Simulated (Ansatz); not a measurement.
## YS, space group Fm-3m: a relaxation of the ions, step by step

Computed with the Ansatz DFT code, driven from Python.

Contents of `ys.xyz`:
```text
2
Lattice="0.0 2.74365 2.74365 2.74365 0.0 2.74365 2.74365 2.74365 0.0" Properties=species:S:1:pos:R:3 pbc="T T T"
Y     2.74365000    2.74365000    2.74365000
S     0.00000000    0.00000000    0.00000000
```

Notebook, run cell by cell (the value of a cell's last expression is shown):

```python
import ansatz as az
import numpy as np
```

```python
structure = az.Crystal.from_extxyz("ys.xyz")
```

```python
len(structure.resolved().sites)
```

    2

```python
job = (
    structure.move(1, to=[0.0, 0.0, 0.018224]).calculation()
    .functional("pbesol")
    .kpoints(spacing=0.34)
    .occupations("cold", width=100 * az.meV)
    .relax()
)
steps = []
```

```python
def follow(event):
    if event["event"] != "relax_step":
        return
    row = event["data"]
    steps.append(row)
    print(f"step {row['step']:3d}  E = {row['lagrangian_ev']:.5f} eV  largest force component = {row['allowed_force_max_ev_ang']:.4f} eV/A")
```

```python
res = job.session().plan(threads=1).execute(on_event=follow)
data = res.report
```

    DeckWarning: basis.ecutwfc = 420 eV, auto-derived from the records' recommended cutoffs: set by Y (normal level)
    step   1  E = -4684.26603 eV  largest force component = 0.3751 eV/A
    step   2  E = -4684.27416 eV  largest force component = 0.2823 eV/A
    step   3  E = -4684.28477 eV  largest force component = 0.0019 eV/A
    step   4  E = -4684.28477 eV  largest force component = 0.0019 eV/A

```python
[(site.symbol, site.position_frac.round(4).tolist()) for site in res.lattice.sites]
```

    [(<Element.Y: 'Y'>, [0.5, 0.5, 0.5092]), (<Element.S: 'S'>, [0.0, 0.0, 0.0091])]

```python
first, last = steps[0], steps[-1]
symbols = [site.symbol for site in res.lattice.sites]
print(f"energy gained {first['lagrangian_ev'] - last['lagrangian_ev']:.4f} eV in {len(steps) - 1} steps")
```

    energy gained 0.0187 eV in 3 steps

```python
moved = np.linalg.norm(np.array(last["positions_ang"]) - np.array(first["positions_ang"]), axis=1)
print("displacement by atom (A):", " ".join(f"{s}:{d:.3f}" for s, d in zip(symbols, moved)))
```

    displacement by atom (A): Y:0.036 S:0.036

```python
print("relaxed fractional positions")
for site in res.lattice.sites:
    print(f"  {site.symbol:2s}", " ".join(f"{v % 1:8.5f}" for v in np.round(site.position_frac, 5)))
```

    relaxed fractional positions
      Y   0.50000  0.50000  0.50916
      S   0.00000  0.00000  0.00907

```python
print("%-22s %14.5f eV" % ("F = E - TS", data["free_energy_ev"]))
print("%-22s %14.5f eV" % ("E", data["internal_energy_ev"]))
print("%-22s %14.5f eV" % ("Harris-Foulkes", data["harris_foulkes_ev"]))
print("%-22s %14.5f eV" % ("Fermi level", data["fermi_energy_ev"]))
```

    F = E - TS                -4684.28477 eV
    E                         -4684.28414 eV
    Harris-Foulkes            -4684.28477 eV
    Fermi level                  12.41055 eV

What to keep in mind:
- Absolute energies stand on the zero of these potentials, so only differences at equal settings mean something. A total without «per atom» is that of the cell as typed.
- No spin polarisation was allowed.
- The mesh is modest for a metal, so energies can be off by several to tens of meV an atom and pressures by half a GPa or more; differences at equal mesh fare better.
- Only differences from the Fermi energy are physical; the zero of the scale is a convention.
- Energies along a relaxation are free energies. A last row that repeats the one before re-solves the same geometry more tightly.
- The starting cell is as deposited in a crystallographic database; the results hold for this polymorph, which needn't be the stable one.
- Warnings are shown shortened and without file and line.
- Hardware and time: 6.8 s on 1 thread of Arm Neoverse V1, with other jobs on the host, peak memory 0.39 GiB.

(Lines on the test bed's own set-up are left out of the output.)
